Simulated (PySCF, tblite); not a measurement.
# BH₃NO₂ radical: geometry, infrared bands and EPR parameters

Wanted: the infrared bands and EPR parameters of BH₃NO₂ radical (`[NH]B(O)O`), by calculation.

The runs use tblite 0.8.0 and PySCF 2.14.0, with density-fitted response routines of our own; the level of theory stands in each step. All values are computed, except where a source is named. Atoms are numbered from 0 throughout.

### 1 The molecule as given

7 atoms, charge 0, multiplicity 2; geometry from: force field or distance geometry start.

Bonds of the start (Å): N0–B1 1.51, B1–O2 1.45, B1–O3 1.46, N0–H4 1.06, O2–H5 0.98, O3–H6 1.00.

### 2 Optimising the geometry with GFN2-xTB

What the job is given:

```
{"job": {"kind": "relax", "xc": "GFN2-xTB", "basis": "xTB"}, "charge": 0, "multiplicity": 2}
N     -1.298700    -0.816400    -0.185700
B      0.009200    -0.085000    -0.398500
O      0.044900     1.358500    -0.546500
O      1.259200    -0.841400    -0.456400
H     -1.723900    -0.445300     0.706800
H      0.134700     1.714100     0.367200
H      1.577900    -0.879700     0.486100
```

The run is started by

```console
OMP_NUM_THREADS=1 python probes_run.py task.json out
```

The driver reads the jobs from task.json and runs them one after another.

**Question.** This job is followed by: GFN2-xTB harmonic vibrations, gas phase; UKS B3LYP, pcH-1 on B H N O, non-relativistic, mean-field spin-orbit, GIAO. What will the session give for the following? strongest single infrared mode (GFN2-xTB); zero-point energy (GFN2-xTB); g(iso) (B3LYP); ⟨S²⟩; largest a(iso) (averaged by class); potential on the surface of density 0.002 e/bohr³, 1st and 99th percentile.

As calculated:

| quantity | value |
| --- | --- |
| strongest single infrared mode (GFN2-xTB) | 578 cm⁻¹, 450 km/mol |
| zero-point energy (GFN2-xTB) | 27.7 kcal/mol |
| g(iso) (B3LYP) | 2.00766 |
| ⟨S²⟩ | 0.753 (exact 0.75) |
| largest a(iso) (averaged by class) | 1H on H4, -57.1 MHz |
| potential on the surface of density 0.002 e/bohr³, 1st and 99th percentile | -1.51 V and 2.41 V |

In words: Over 51 steps the energy fell by 1.644 eV; of the close pairs, B1–O3 changed most, 1.462 to 1.361 Å. All 15 modes are real, so the xTB geometry is a minimum. The strongest single mode, at 578 cm⁻¹, is carried by B1, H5, H6. GFN2-xTB is a fitted tight-binding method: band positions and strengths are rough. Its intensities can rank the bands wrongly. N0 carries the largest spin population, 0.95 e. The isotropic g lies 5.3 ppt above the free-electron value.
